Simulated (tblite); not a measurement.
# C6H8BF2N: the cost of one run

The runs use tblite 0.8.0 and PySCF 2.14.0, with density-fitted response routines of our own; the level of theory stands in each step. All values are computed, except where a source is named. Atoms count from 0, in the outputs and in this text.

## (1) The molecule as given

18 atoms, charge 0, multiplicity 1; geometry from: force field or distance geometry start.

Bonds of the start (Å): F0–C1 1.39, C1–F2 1.38, C1–B3 1.58, B3–N4 1.53, N4–C5 1.35, C5–C6 1.39, C6–C7 1.39, C7–C8 1.38, C8–C9 1.38, C9–N4 1.35, C1–H10 1.10, B3–H11 1.21, B3–H12 1.23, C5–H13 1.09, C6–H14 1.08, C7–H15 1.08, C8–H16 1.07, C9–H17 1.09.

## (2) Geometry optimisation with GFN2-xTB

What the job is given:

```
{"job": {"kind": "relax", "xc": "GFN2-xTB", "basis": "xTB"}, "charge": 0, "multiplicity": 1}
F     -3.777200    -0.513200    -0.175800
C     -2.593100     0.213100    -0.060000
F     -2.619800     0.762400     1.201600
B     -1.433500    -0.835500    -0.278100
N     -0.024000    -0.269100    -0.127000
C      0.379100     0.854100    -0.750500
C      1.677600     1.309800    -0.576100
C      2.562800     0.615400     0.236400
C      2.139800    -0.542900     0.860600
C      0.833700    -0.952400     0.659000
H     -2.624000     0.949300    -0.874600
H     -1.550300    -1.433200    -1.320900
H     -1.620700    -1.721200     0.551000
H     -0.304100     1.408700    -1.388500
H      2.060200     2.212900    -1.038100
H      3.582200     0.938400     0.406600
H      2.769700    -1.120600     1.498800
H      0.533100    -1.869700     1.164100
```

Launch:

```sh
$ OMP_NUM_THREADS=1 python probes_run.py task.json out
```

The driver reads the jobs from task.json and runs them one after another.

**Question.** How long does this first job take on 1 thread of Arm Neoverse N1, shared host, and how much memory does it need?

About 2.4 s, with a peak of 0.18 GiB.
